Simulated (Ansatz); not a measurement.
# Cl: the cost of one run

Computed with Ansatz 0.2.0 (DFT PBE+D3(BJ), scalar-relativistic, plane waves, PAW, unless a step's input says otherwise).

1 further run of the same task is left out (it didn't finish).

## (1) Starting point

It takes space group Cmce (No. 64, orthorhombic). Conventional cell: a = 6.584 Å, b = 4.069 Å, c = 8.099 Å, α = 90.00°, β = 90.00°, γ = 90.00°. Cl (site symmetry m) has 1 Cl at 2.03 Å as nearest neighbours.

As a file:

```xyz
4
Lattice="3.2922 -2.0343 0.0000 3.2922 2.0343 0.0000 0.0000 0.0000 8.0988" Properties=species:S:1:pos:R:3 pbc="T T T"
Cl    3.2922   -1.5284    0.8812
Cl    3.2922   -0.5060    4.9306
Cl    3.2922    1.5284    7.2176
Cl    3.2922    0.5060    3.1682
```

This cell was relaxed beforehand with the same method: volume 27.12 Å³/atom, gap on the mesh 2.19 eV.

## (2) Optical spectrum

The input, input.yaml:

```yaml
crystal:
  lattice:
    - [3.292219525, -2.0343234529, 0.0]
    - [3.292219525, 2.0343234529, 0.0]
    - [0.0, 0.0, 8.0987698865]
  atoms:
    - { symbol: Cl, position: [0.8756465304, 0.1243534696, 0.1088043941] }
    - { symbol: Cl, position: [0.6243534696, 0.3756465304, 0.6088043941] }
    - { symbol: Cl, position: [0.1243534696, 0.8756465304, 0.8911956059] }
    - { symbol: Cl, position: [0.3756465304, 0.6243534696, 0.3911956059] }
basis:
  ecutwfc: 420
kpoints:
  mp_grid: { grid: [8, 8, 4] }
hamiltonian:
  xc: pbe
  dispersion: d3bj
scf:
  occupations: { method: gaussian, width: 0.02 }
  n_extra_bands: 16
output:
  forces: false
  stress: false
  eigenvalues: true
  optics: { e_range: [0, 14], sigma: 0.1, nscf_kmesh: { grid: [12, 12, 6] } }
checkpoint:
  read: start.run
  write: ck
  compress: false
  write_wavefunctions: false
  write_every: 100000
```

Started as:

```
ansatz run input.yaml --threads 1 --pin off --max-ram 2560MiB --backend cpu --events-out ev --progress --plain --runs-dir out
```

What time and memory should one allow on 1 thread of Arm Neoverse V1, shared host?

About 1.9 min, with a peak of 1.3 GiB.
